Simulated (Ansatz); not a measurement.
The system is MnHg.

```
Hg Mn
1.0
     3.31500    0.00000    0.00000
     0.00000    3.31500    0.00000
     0.00000    0.00000    3.31500
Hg Mn
1 1
Direct
  0.00000 0.00000 0.00000
  0.50000 0.50000 0.50000
```

Base run:

```yaml
Program: Ansatz 0.2.0
Functional: PBE
Potentials_or_basis: Ansatz PAW
Cutoff: "420 eV (not typed: the program's choice for these potentials)"
k_mesh: 7 × 7 × 7
Occupations: fermi-dirac, width 0.05 eV
Spin: collinear spin, ferromagnetic start
Starting_moments: "[0.0, 8.0] μB"
Fixed_moment: 8 μB
```

Its results: pressure 53.4 GPa; site moments Hg +0.97; Mn +5.37 μB.

The run is repeated on the same cell with these changes: fixed moment from 8 μB to 5 μB; moments at the start from [0.0, 8.0] to [0.0, 5.0]. What comes out?

Pressure 9.8 GPa; site moments Hg +0.18; Mn +4.42 μB.

Caveats: the total moment is fixed, so each spin has its own Fermi level; the thresholds are loose for stress; a pressure of tens of GPa on the cell as given is suspect, and the run, the potentials or the cell itself is likely at fault (some runs).
